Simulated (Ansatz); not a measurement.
# BiBrO: the cost of one run

Computed with Ansatz 0.2.0 (DFT LDA, scalar-relativistic, plane waves, PAW, unless a step's input says otherwise).

17 further runs of the same task are left out: 17 set aside as unsound or not needed.

## (1) The starting structure

The structure is tetragonal, space group P4/nmm (No. 129). Conventional cell: a = 3.883 Å, b = 3.883 Å, c = 7.887 Å, α = 90.00°, β = 90.00°, γ = 90.00°. Around Bi (site symmetry 4mm) lie 4 O at 2.30 Å and 4 Br at 3.13 Å. Around Br (site symmetry 4mm) lie 4 Bi at 3.13 Å. O (site symmetry -4m2) is surrounded by 4 Bi at 2.30 Å.

Structure file:

```
CELL_PARAMETERS angstrom
3.88262 0.00000 0.00000
0.00000 3.88262 0.00000
0.00000 0.00000 7.88675
ATOMIC_POSITIONS crystal
Bi 0.00000 0.50000 0.15756
Bi 0.50000 0.00000 0.84244
Br 0.00000 0.50000 0.65172
Br 0.50000 0.00000 0.34828
O 0.00000 0.00000 0.00000
O 0.50000 0.50000 0.00000
```

This cell was relaxed beforehand with the same method: volume 19.82 Å³/atom, gap on the mesh 2.04 eV.

## (2) The scan

The energy is mapped over the lattice constants a and c of the conventional cell.

First coordinate, lattice constant a (and b): 7 values from 3.688 to 4.077 Å. Second coordinate, lattice constant c: 7 values from 7.492 to 8.281 Å.

Nothing else is relaxed (fractional coordinates fixed). Energies count from the relaxed crystal. Points are written as (first, second).

## (3) The run at (3.947 Å, 7.492 Å)

The input, input.yaml:

```yaml
crystal:
  lattice:
    - [3.9473, 0.0, 0.0]
    - [0.0, 3.9473, 0.0]
    - [0.0, 0.0, 7.4924]
  atoms:
    - { symbol: Bi, position: [0.0, 0.5, 0.157557902] }
    - { symbol: Bi, position: [0.5, 0.0, 0.842442098] }
    - { symbol: Br, position: [0.0, 0.5, 0.6517216503] }
    - { symbol: Br, position: [0.5, 0.0, 0.3482783497] }
    - { symbol: O, position: [0.0, 0.0, 0.0] }
    - { symbol: O, position: [0.5, 0.5, 0.0] }
basis:
  ecutwfc: 520.0
kpoints:
  mp_grid: { grid: [8, 8, 4] }
hamiltonian:
  xc: lda
  pseudopotentials: { kind: paw }
scf:
  occupations: { method: gaussian, width: 0.05 }
output:
  forces: true
  stress: true
  eigenvalues: true
```

Command:

```bash
ansatz run input.yaml --threads 2 --pin off --max-ram 4096MiB --backend cpu --events-out ev --progress --plain --runs-dir out
```

**Question.** How long does this run take on 2 threads of Arm Neoverse N1, shared host, and how much memory does it need?

About 12 s, with a peak of 0.49 GiB.
